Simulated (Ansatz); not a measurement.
Working through a convergence test of the plane-wave cutoff of CoSi₂, space group Fm-3m

Program: the Ansatz DFT code, driven from Python.

Notebook, run cell by cell (the value of a cell's last expression is shown):

In [1]:
```python
import ansatz as az
import matplotlib.pyplot as plt

cell = (
    az.Lattice.fcc(5.356)
    .space_group(225)
    .atom('Co', (0.0, 0.0, 0.0))
    .atom('Si', (0.25, 0.75, 0.75))
    .primitive()
    .moments(Co=2.5)
)

[site.symbol for site in cell.resolved().sites]
```
Out [1]:
```text
['Co', 'Si', 'Si']
```

In [2]:
```python
base = (
    cell.calculation()
    .functional('PBE')
    .kpoints(10)
    .occupations('Fermi-Dirac')
    .spin('collinear')
    .forces()
    .stress()
)
```

In [3]:
```python
rows = []
for value in [250, 350, 450, 550, 650]:
    r = base.basis(value).run().report
    rows.append((value, r['free_energy_ev'] / len(r['lattice']['sites']), r['n_iterations'], sum(r['stress_gpa'][i][i] for i in range(3)) / 3, max(abs(f) for row in r['forces_ev_ang'] for f in row), r['magnetization_mub'], r['n_pw']))

print(' cutoff (eV)   F/atom (eV)    iterations       P (GPa)  max component (eV/A)  moment (muB)   plane waves')
for row in rows:
    print(f'{str(row[0]):>12s}  {row[1]:12.5f}  {row[2]:12d}  {row[3]:12.3f}  {row[4]:20.4f}  {row[5]:12.3f}  {row[6]:12d}')
```
```text
DeckWarning: basis.ecutwfc = 250 eV is below the records' recommended 420 eV, and the density's cutoff is lower with it unless basis.ecutrho_ratio is high enough to keep the records' density cutoff: compare with a run at a higher cutoff
RunWarning: the starting moments were not kept: the SCF closed with an absolute magnetisation of 1.2e-6 μB, where they sum to 2.5 μB in size (1 site). That is at most 0.1 of that sum. Measured as dr2_m measures the in/out step, that magnetisation stands 1.9e-12 eV from none, at or under the dr2_threshold of 1.0e-7 eV: it is no larger than a step whose dr2_m would equal this threshold. The system [...]
DeckWarning: basis.ecutwfc = 350 eV is below the records' recommended 420 eV, and the density's cutoff is lower with it unless basis.ecutrho_ratio is high enough to keep the records' density cutoff: compare with a run at a higher cutoff
 cutoff (eV)   F/atom (eV)    iterations       P (GPa)  max component (eV/A)  moment (muB)   plane waves
         250   -2131.65584            13         2.849                0.0000         0.000           331
         350   -2133.04328            12         0.739                0.0000         0.000           537
         450   -2133.06455            12         0.472                0.0000         0.000           869
         550   -2133.06519            12         0.475                0.0000         0.000          1139
         650   -2133.06542            12         0.472                0.0000         0.000          1459
```

In [4]:
```python
for row in rows[:-1]:
    shift = 1000 * (row[1] - rows[-1][1])
    print(f'{row[0]}: {shift:+.2f} meV/atom' + ('  (within 1 meV)' if abs(shift) < 1 else ''))
plt.figure(figsize=(4.5, 3))
plt.plot([str(row[0]) for row in rows], [1000 * (row[1] - rows[-1][1]) for row in rows], 'o-')
plt.xlabel('cutoff (eV)')
plt.ylabel('F - F(last) (meV/atom)')
plt.tight_layout()
plt.savefig('ecut.png', dpi=100)
```
```text
250: +1409.57 meV/atom
350: +22.13 meV/atom
450: +0.86 meV/atom  (within 1 meV)
550: +0.23 meV/atom  (within 1 meV)
```

From 450 eV on it stays within 1 meV an atom of the value at 650 eV; the first row (250 eV) is off by 1409.6 meV and the last but one by 0.23 meV. The energy falls steadily, as expected when plane waves are added. The pressure moves from 2.85 to 0.47 GPa (the program's stress holds a Pulay correction, so it settles early). The last run costs about 3.2 times the first.

The SCF didn't keep the moments it started from (some shrank, vanished or turned); what is printed is the state reached. For a metal this k-point mesh is coarse: on a finer one energies can move by several to tens of meV an atom and pressures by half a GPa or more, differences at one mesh by less. Forces vanish by symmetry here and test nothing. Of the deposited cell: the entry's cell lengths or inner coordinates differ somewhat from later room-temperature determinations. Pressure is positive in compression. The structure is a deposited one; some such entries were measured under pressure or heat, so a shift against it needn't be the functional's error alone. Warnings are shown shortened and without file and line. Shifts are counted from the last row, which is itself no proven limit. Finished in 34 s on 1 thread of Arm Neoverse V1, with other jobs on the host, peak memory 0.54 GiB.
